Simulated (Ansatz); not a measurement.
# C4H11AlO: taking an electron away

Aim: the vertical ionisation energy of C4H11AlO, as cation minus neutral at the neutral's geometry, on several levels, and how well −ε(HOMO) stands in for it.

The runs use Ansatz 0.2.0, Gaussian basis; unrestricted cation, the program's frozen cores in correlated methods.

The runs, in order: UKS PBE-D4/def2-TZVPP; UKS r2SCAN-D4/def2-TZVPP; UKS PBE0-D4/def2-TZVPP; UKS B3LYP-D4/def2-TZVPP; UKS wB97X-V/def2-TZVPP; UKS wB97M-V/def2-TZVPP; UKS B2PLYP/def2-TZVPP; UHF-CCSD(T)/def2-TZVPP; UHF-MP2/def2-QZVPP; extrapolation to the limit; then −ε(HOMO) from the neutral's earlier runs with LDA (SPW92), PBE-D4, revPBE-D4, BLYP-D4, r2SCAN-D4, B97M-V, PBE0-D4, B3LYP-D4, r2SCANh-D4, r2SCAN0-D4, HSE06-D4, BHLYP-D4, CAM-B3LYP-D4, LC-ωPBE, ωB97X-V, ωB97M-V.

## 1. The relaxed structure

The geometry comes from an earlier relaxation with PBE0-D4 in a triple-zeta def2 set; it is a stationary point, not always the lowest conformer.

SMILES `CC(C)(C)[O][AlH2]`, 17 atoms, charge 0, spin multiplicity 1.

Atoms are counted from 1 here; the program's logs count them from 0.

Bond lengths: C1–C2 1.521 Å, C1–H7 1.093 Å, C1–H8 1.092 Å, C1–H9 1.092 Å, C2–C3 1.524 Å, C2–C4 1.524 Å, C2–O5 1.414 Å, C3–H10 1.094 Å, C3–H11 1.093 Å, C3–H12 1.093 Å, C4–H13 1.094 Å, C4–H14 1.093 Å, C4–H15 1.093 Å, O5–Al6 1.685 Å, Al6–H16 1.578 Å, Al6–H17 1.586 Å. Angles: C2–C1–H7 111.1°, C2–C1–H8 110.1°, C2–C1–H9 110.1°, H7–C1–H8 108.6°, H7–C1–H9 108.6°, H8–C1–H9 108.2°, C1–C2–C3 110.4°, C1–C2–C4 110.4°, C1–C2–O5 107.1°, C3–C2–C4 110.3°, C3–C2–O5 109.3°, C4–C2–O5 109.3°, C2–C3–H10 110.5°, C2–C3–H11 111.2°, C2–C3–H12 110.1°, H10–C3–H11 108.0°, H10–C3–H12 108.6°, H11–C3–H12 108.3° and more.

## 2. Cation, UKS PBE-D4/def2-TZVPP

File in.yaml:

```yaml
crystal:
  periodic: [false, false, false]
  atoms:
    - {symbol: C, position_ang: [-0.385502, -1.755752, -0.316279]}
    - {symbol: C, position_ang: [-0.003098, -0.293435, -0.142967]}
    - {symbol: C, position_ang: [1.505877, -0.155246, 0.016601]}
    - {symbol: C, position_ang: [-0.486117, 0.525796, -1.333447]}
    - {symbol: O, position_ang: [-0.641274, 0.168006, 1.031299]}
    - {symbol: Al, position_ang: [-0.751051, 1.597886, 1.915501]}
    - {symbol: H, position_ang: [0.075830, -2.179914, -1.211226]}
    - {symbol: H, position_ang: [-1.469553, -1.852516, -0.403817]}
    - {symbol: H, position_ang: [-0.060431, -2.334228, 0.550857]}
    - {symbol: H, position_ang: [1.783113, 0.894710, 0.146156]}
    - {symbol: H, position_ang: [2.032151, -0.538115, -0.860954]}
    - {symbol: H, position_ang: [1.844246, -0.715971, 0.891096]}
    - {symbol: H, position_ang: [-0.216858, 1.578432, -1.208778]}
    - {symbol: H, position_ang: [-0.038831, 0.170373, -2.264718]}
    - {symbol: H, position_ang: [-1.572325, 0.451916, -1.424554]}
    - {symbol: H, position_ang: [-1.650034, 1.532695, 3.210751]}
    - {symbol: H, position_ang: [0.014760, 2.904965, 1.444577]}
basis:
  gaussian: {orbitals: def2-TZVPP}
total_charge: 1
magnetization: {spin_polarized: true, initial_magnetization: 1}
hamiltonian: {xc: pbe, dispersion: d4}
```

On the command line:

```bash
$ ansatz run in.yaml --threads 2 --pin off --events-out ev --progress --plain --max-ram 32768MiB --backend cuda --devices 0, --max-vram 18GiB
```

What it wrote:

```text
Functional definition: PBE
  name "PBE"
  cite "Perdew, Burke & Ernzerhof, Phys. Rev. Lett. 77, 3865 (1996) doi:10.1103/PhysRevLett.77.3865"
  parent pbe
  parameter kappa = 0.804
  parameter beta = 0.06672455060314922
  exchange = pbe_x(kappa = kappa, mu = beta*pi^2/3)
  correlation = pbe_c(beta = beta)
1789 factors; their error is unknown
mean field evaluation 1: about -12917.2493 eV, gradient 8.9e1 eV
mean field evaluation 2: about -12420.0168 eV, gradient 2.7e2 eV
mean field evaluation 4: about -12941.6907 eV, gradient 5.2e1 eV
mean field evaluation 8: about -12953.7991 eV, gradient 4.4e0 eV
mean field evaluation 16: about -12953.9030 eV, gradient 4.4e-2 eV
mean field evaluation 32: about -12953.9030 eV, gradient 1.1e-5 eV
mean field evaluation 64: about -12952.6142 eV, gradient 1.5e1 eV
mean field -12953.90301434 eV, -476.0471553063 hartree, gradient 1.1e-5 eV, S^2 0.753165; 6 other end points of the search recorded, 0 dependent functions left out
reference -12953.90306793 eV, -476.0471572755 hartree; 28, 27 occupied and 323, 324 virtual orbitals, 1789 factors
Total energy: -12954.24159860 eV, -476.0595980481 hartree
```

Wall time 32 s (1 × H100 (card shared with other runs) with 2 threads, shared host); peak host memory 0.95 GiB.

Less the neutral's -12963.4948 eV (earlier run), this gives 9.253 eV. ⟨S²⟩ = 0.753.

## 3. Cation, UKS r2SCAN-D4/def2-TZVPP

Edit in.yaml of step 2 so:

```diff
@@ -24,2 +24,2 @@
 magnetization: {spin_polarized: true, initial_magnetization: 1}
-hamiltonian: {xc: pbe, dispersion: d4}
+hamiltonian: {xc: r2scan, dispersion: d4}
```

Launched as before.

What it wrote (excerpt; [...] marks lines left out):

```text
Functional definition: r2SCAN
  name "r2SCAN"
  cite "Furness, Kaplan, Ning, Perdew & Sun, J. Phys. Chem. Lett. 11, 8208 (2020) doi:10.1021/acs.jpclett.0c02405"
  cite "Furness, Kaplan, Ning, Perdew & Sun, J. Phys. Chem. Lett. 11, 9248 (2020) doi:10.1021/acs.jpclett.0c03077"
  parent r2scan
[...]
1789 factors; their error is unknown
[...]
mean field -12961.59358125 eV, -476.3297784273 hartree, gradient 3.2e-6 eV, S^2 0.757700; 6 other end points of the search recorded, 0 dependent functions left out
reference -12961.59360111 eV, -476.3297791571 hartree; 28, 27 occupied and 323, 324 virtual orbitals, 1789 factors
Total energy: -12961.68172155 eV, -476.3330175235 hartree
```

Run time: 34 s. Hardware: 1 × H100 (card shared with other runs) with 2 threads, shared host; peak host memory 1 GiB.

Less the neutral's -12971.0846 eV (earlier run), this gives 9.403 eV. ⟨S²⟩ = 0.758.

## 4. Cation, UKS PBE0-D4/def2-TZVPP

Edit in.yaml of step 3 so:

```diff
@@ -24,2 +24,2 @@
 magnetization: {spin_polarized: true, initial_magnetization: 1}
-hamiltonian: {xc: r2scan, dispersion: d4}
+hamiltonian: {xc: pbe0, dispersion: d4}
```

The command is unchanged.

What it wrote:

```text
Functional definition: PBE0
  name "PBE0"
  cite "Adamo & Barone, J. Chem. Phys. 110, 6158 (1999) doi:10.1063/1.478522"
  cite "Perdew, Burke & Ernzerhof, Phys. Rev. Lett. 77, 3865 (1996) doi:10.1103/PhysRevLett.77.3865"
  parent pbe
  parameter a = 0.25
  parameter kappa = 0.804
  parameter beta = 0.06672455060314922
  exchange = (1 - a)*pbe_x(kappa = kappa, mu = beta*pi^2/3) + a*exact_x
  correlation = pbe_c(beta = beta)
1820 factors; their error is unknown
mean field evaluation 1: about -12928.8819 eV, gradient 7.5e1 eV
mean field evaluation 2: about -12700.3755 eV, gradient 2.0e2 eV
mean field evaluation 4: about -12952.0549 eV, gradient 2.7e1 eV
mean field evaluation 8: about -12955.0284 eV, gradient 6.0e-1 eV
mean field evaluation 16: about -12955.0268 eV, gradient 8.8e-3 eV
mean field evaluation 32: about -12954.9352 eV, gradient 5.1e-1 eV
mean field -12955.02678370 eV, -476.0884530683 hartree, gradient 1.4e-5 eV, S^2 0.759042; 2 other end points of the search recorded, 0 dependent functions left out
reference -12955.02682328 eV, -476.0884545230 hartree; 28, 27 occupied and 323, 324 virtual orbitals, 1820 factors
Total energy: -12955.31387688 eV, -476.0990035482 hartree
```

Wall time 24 s (1 × H100 (card shared with other runs) with 2 threads, shared host); peak host memory 0.96 GiB.

Less the neutral's -12964.9939 eV (earlier run), this gives 9.680 eV. ⟨S²⟩ = 0.759.

## 5. Cation, UKS B3LYP-D4/def2-TZVPP

Edit in.yaml of step 4 so:

```diff
@@ -24,2 +24,2 @@
 magnetization: {spin_polarized: true, initial_magnetization: 1}
-hamiltonian: {xc: pbe0, dispersion: d4}
+hamiltonian: {xc: {name: B3LYP}, dispersion: d4}
```

Launched as before.

What it wrote (excerpt; [...] marks lines left out):

```text
Functional definition: B3LYP
  name "B3LYP"
  cite "Stephens, Devlin, Chabalowski & Frisch, J. Phys. Chem. 98, 11623 (1994) doi:10.1021/j100096a001"
  cite "Becke, Phys. Rev. A 38, 3098 (1988) doi:10.1103/PhysRevA.38.3098"
  cite "Lee, Yang & Parr, Phys. Rev. B 37, 785 (1988) doi:10.1103/PhysRevB.37.785"
  cite "Vosko, Wilk & Nusair, Can. J. Phys. 58, 1200 (1980) doi:10.1139/p80-159"
[...]
1813 factors; their error is unknown
[...]
mean field -12966.79837030 eV, -476.5210508971 hartree, gradient 1.2e-5 eV, S^2 0.757597; 3 other end points of the search recorded, 0 dependent functions left out
reference -12966.79869283 eV, -476.5210627498 hartree; 28, 27 occupied and 323, 324 virtual orbitals, 1813 factors
Total energy: -12967.33840184 eV, -476.5408966899 hartree
```

It took 26 s on 1 × H100 (card shared with other runs) with 2 threads, shared host; peak host memory 0.97 GiB.

Less the neutral's -12977.0468 eV (earlier run), this gives 9.708 eV. ⟨S²⟩ = 0.758.

## 6. Cation, UKS wB97X-V/def2-TZVPP

Edit in.yaml of step 5 so:

```diff
@@ -24,2 +24,2 @@
 magnetization: {spin_polarized: true, initial_magnetization: 1}
-hamiltonian: {xc: {name: B3LYP}, dispersion: d4}
+hamiltonian: {xc: {name: wB97X-V}}
```

Same command.

What it wrote (excerpt; [...] marks lines left out):

```text
Functional definition: wB97X-V
  name "wB97X-V"
  cite "Mardirossian & Head-Gordon, Phys. Chem. Chem. Phys. 16, 9904 (2014) doi:10.1039/C3CP54374A"
  cite "Becke, J. Chem. Phys. 107, 8554 (1997) doi:10.1063/1.475007"
  cite "Vydrov & Van Voorhis, J. Chem. Phys. 133, 244103 (2010) doi:10.1063/1.3521275"
[...]
      + integral(e_c_pw_opposite_spin*poly(b97_u_opposite, cos0, cos1)) + vv10(b, c)
1808 factors; their error is unknown
477 factors; integrals over basis functions are off by at most 1.2e-5 eV
[...]
mean field -12962.62555331 eV, -476.3677027009 hartree, gradient 9.1e-6 eV, S^2 0.758802; 4 other end points of the search recorded, 0 dependent functions left out
reference -12962.62555067 eV, -476.3677026040 hartree; 28, 27 occupied and 323, 324 virtual orbitals, 1808 factors
Total energy: -12962.62555067 eV, -476.3677026040 hartree
```

Wall time 51 s (1 × H100 (card shared with other runs) with 2 threads, shared host); peak host memory 1.1 GiB.

Less the neutral's -12972.6349 eV (earlier run), this gives 10.009 eV. ⟨S²⟩ = 0.759.

## 7. Cation, UKS wB97M-V/def2-TZVPP

Edit in.yaml of step 6 so:

```diff
@@ -24,2 +24,2 @@
 magnetization: {spin_polarized: true, initial_magnetization: 1}
-hamiltonian: {xc: {name: wB97X-V}}
+hamiltonian: {xc: {name: wB97M-V}}
```

The command is unchanged.

What it wrote (excerpt; [...] marks lines left out):

```text
Functional definition: wB97M-V
  name "wB97M-V"
  cite "Mardirossian & Head-Gordon, J. Chem. Phys. 144, 214110 (2016) doi:10.1063/1.4952647"
  cite "Becke, J. Chem. Phys. 107, 8554 (1997) doi:10.1063/1.475007"
  cite "Vydrov & Van Voorhis, J. Chem. Phys. 133, 244103 (2010) doi:10.1063/1.3521275"
  # Of w^i u^j: cxij and so on, Table III.
[...]
  gx(w, u) = 1 - cx + cx01*u + cx10*w
  gss(w, u) = css00 + css04*u^4 + css10*w + css20*w^2 + css43*w^4*u^3
  gos(w, u) = cos00 + cos10*w + (cos20 + cos21*u)*w^2 + (cos60 + cos61*u)*w^6
[...]
      + integral(e_c_pw_mod_opposite_spin*gos(b97_w_opposite, b97_u_opposite)) + vv10(b, c)
1792 factors; their error is unknown
477 factors; integrals over basis functions are off by at most 1.2e-5 eV
[...]
mean field -12961.83156341 eV, -476.3385241103 hartree, gradient 2.1e-6 eV, S^2 0.758136; 4 other end points of the search recorded, 0 dependent functions left out
reference -12961.83162756 eV, -476.3385264677 hartree; 28, 27 occupied and 323, 324 virtual orbitals, 1792 factors
Total energy: -12961.83162756 eV, -476.3385264677 hartree
```

Wall time 49 s (1 × H100 (card shared with other runs) with 2 threads, shared host); peak host memory 1.2 GiB.

The neutral molecule at this level: -12971.8038 eV. Difference: 9.972 eV. ⟨S²⟩ = 0.758.

## 8. Cation, UKS B2PLYP (frozen core)/def2-TZVPP

Edit in.yaml of step 7 so:

```diff
@@ -24,2 +24,2 @@
 magnetization: {spin_polarized: true, initial_magnetization: 1}
-hamiltonian: {xc: {name: wB97M-V}}
+hamiltonian: {xc: {name: B2PLYP}}
```

The command is unchanged.

What it wrote (excerpt; [...] marks lines left out):

```text
Functional definition: B2PLYP
  name "B2PLYP"
  cite "Grimme, J. Chem. Phys. 124, 034108 (2006) doi:10.1063/1.2148954"
  cite "Becke, Phys. Rev. A 38, 3098 (1988) doi:10.1103/PhysRevA.38.3098"
  cite "Lee, Yang & Parr, Phys. Rev. B 37, 785 (1988) doi:10.1103/PhysRevB.37.785"
[...]
2051 factors; integrals over basis functions are off by at most 1.3e-3 eV
[...]
mean field -12947.98867345 eV, -475.8298072873 hartree, gradient 6.0e-7 eV, S^2 0.766317; 6 other end points of the search recorded, 0 dependent functions left out
10 core orbitals not correlated: weight in the atoms' cores, before any rotation towards them, 1.000 or more for the frozen orbitals, at most 0.000 for the correlated occupied ones
reference -12947.98887563 eV, -475.8298147175 hartree; 18, 17 occupied and 323, 324 virtual orbitals, 2051 factors
second order -32.88891607 eV of doubles, -0.00000000 eV of singles
Total energy: -12956.86888297 eV, -476.1561489681 hartree
```

It took 55 s on 1 × H100 (card shared with other runs) with 2 threads, shared host; peak host memory 1.7 GiB.

The neutral molecule at this level: -12966.7870 eV. Difference: 9.918 eV. ⟨S²⟩ = 0.766.

## 9. Cation, UHF-CCSD(T)/def2-TZVPP

Edit in.yaml of step 8 so:

```diff
@@ -24,2 +24,3 @@
 magnetization: {spin_polarized: true, initial_magnetization: 1}
-hamiltonian: {xc: {name: B2PLYP}}
+correlation: {method: ccsd_t}
+scf: {omitted_lower_state_checks: [cluster_reference]}
```

Same command.

What it wrote (excerpt; [...] marks lines left out):

```text
Functional definition: HF
  name "HF"
  cite "Fock, Z. Phys. 61, 126 (1930) doi:10.1007/BF01340294"
  parent pbe
[...]
2051 factors; integrals over basis functions are off by at most 1.3e-3 eV
[...]
mean field -12910.96653587 eV, -474.4692688259 hartree, gradient 3.4e-6 eV, S^2 0.761205; 6 other end points of the search recorded, 0 dependent functions left out
10 core orbitals not correlated: weight in the atoms' cores, before any rotation towards them, 1.000 or more for the frozen orbitals, at most 0.000 for the correlated occupied ones
reference -12910.96653587 eV, -474.4692688259 hartree; 18, 17 occupied and 323, 324 virtual orbitals, 2051 factors
second order -26.10663961 eV of doubles, -0.00000000 eV of singles
cycle   1  -27.26514204 eV  change    -1.2e0 eV  update   1.2e-1
[...]
cycle  21  -28.27844975 eV  change   -8.6e-6 eV  update   3.3e-5
perturbative correction -1.07618431 eV, -0.0395490438 hartree
Total energy: -12940.32116993 eV, -475.5480317303 hartree
Checks for a lower state left out: cluster_reference
```

Wall time 3.4 min (1 × H100 (card shared with other runs) with 2 threads, shared host); peak host memory 1.6 GiB.

Less the neutral's -12950.6380 eV (earlier run), this gives 10.317 eV. ⟨S²⟩ = 0.761. T1 = 0.036 (report).

## 10. Cation, UHF-MP2/def2-QZVPP

Edit in.yaml of step 9 so:

```diff
@@ -21,6 +21,6 @@
 basis:
-  gaussian: {orbitals: def2-TZVPP}
+  gaussian: {orbitals: "def2-QZVPP.json"}
 total_charge: 1
 magnetization: {spin_polarized: true, initial_magnetization: 1}
-correlation: {method: ccsd_t}
+correlation: {method: mp2}
 scf: {omitted_lower_state_checks: [cluster_reference]}
```

Same command.

What it wrote (excerpt; [...] marks lines left out):

```text
Functional definition: HF
  name "HF"
  cite "Fock, Z. Phys. 61, 126 (1930) doi:10.1007/BF01340294"
  parent pbe
[...]
4045 factors; integrals over basis functions are off by at most 8.7e-4 eV
[...]
mean field -12911.47813681 eV, -474.4880698137 hartree, gradient 3.4e-6 eV, S^2 0.761332; 6 other end points of the search recorded, 0 dependent functions left out
10 core orbitals not correlated: weight in the atoms' cores, before any rotation towards them, 1.000 or more for the frozen orbitals, at most 0.000 for the correlated occupied ones
reference -12911.47813681 eV, -474.4880698137 hartree; 18, 17 occupied and 657, 658 virtual orbitals, 4045 factors
second order -27.89345026 eV of doubles, -0.00000000 eV of singles
Total energy: -12939.37158708 eV, -475.5131352041 hartree
Checks for a lower state left out: cluster_reference
```

Run time: 85 s. Hardware: 1 × H100 (card shared with other runs) with 2 threads, shared host; peak host memory 1.4 GiB.

Less the neutral's -12950.2981 eV (earlier run), this gives 10.927 eV. ⟨S²⟩ = 0.761.

## 11. The basis-set limit

No new run: Hartree-Fock is extrapolated as exp(−7.88√X) and correlation as X^−2.97, with X = 3 and 4; only MP2 was run in the larger set, so CCSD(T) minus MP2 is added from the smaller one.

```csv
level,energy at the limit (eV)
HF,-12911.5486
MP2,-12940.7656
CCSD,-12942.9374
CCSD(T),-12944.0136
```

The neutral's limit, from its own earlier runs, is -12954.4820 eV in the additive form (MP2 limit plus CCSD(T) minus MP2 in triple zeta), in which the cation has -12944.0136 eV.

## 12. The ladder

```csv
method,ionisation energy (eV)
PBE-D4,9.25
r2SCAN-D4,9.40
PBE0-D4,9.68
B3LYP-D4,9.71
ωB97X-V,10.01
ωB97M-V,9.97
B2PLYP,9.92
HF/def2-TZVPP,9.04
MP2/def2-TZVPP,10.84
CCSD/def2-TZVPP,10.27
CCSD(T)/def2-TZVPP,10.32
```

Orbital estimates, from the neutral's runs:

```csv
functional,−ε(HOMO) (eV),by energy difference (eV)
LDA (SPW92),6.52,
PBE-D4,6.41,9.25
revPBE-D4,6.35,
BLYP-D4,6.32,
r2SCAN-D4,6.70,9.40
B97M-V,6.88,
PBE0-D4,7.81,9.68
B3LYP-D4,7.60,9.71
r2SCANh-D4,7.23,
r2SCAN0-D4,8.02,
HSE06-D4,7.40,
BHLYP-D4,9.15,
CAM-B3LYP-D4,9.22,
LC-ωPBE,10.54,
ωB97X-V,10.23,10.01
ωB97M-V,10.10,9.97
```

## 13. Results

```
                          quantity             value
range over the levels of the table  9.04 to 10.84 eV
                   −ε(HOMO) of PBE           6.41 eV
                  T1 of the cation             0.036
```

Without a sound coupled-cluster reference the levels can only be compared: they span 1.80 eV. The cation's T1 (from the report) is 0.036, near the customary mark of 0.045 for open shells, so the coupled-cluster value is less safe. The cation may have settled in a state other than its lowest; no search over hole states beyond the program's own was made.
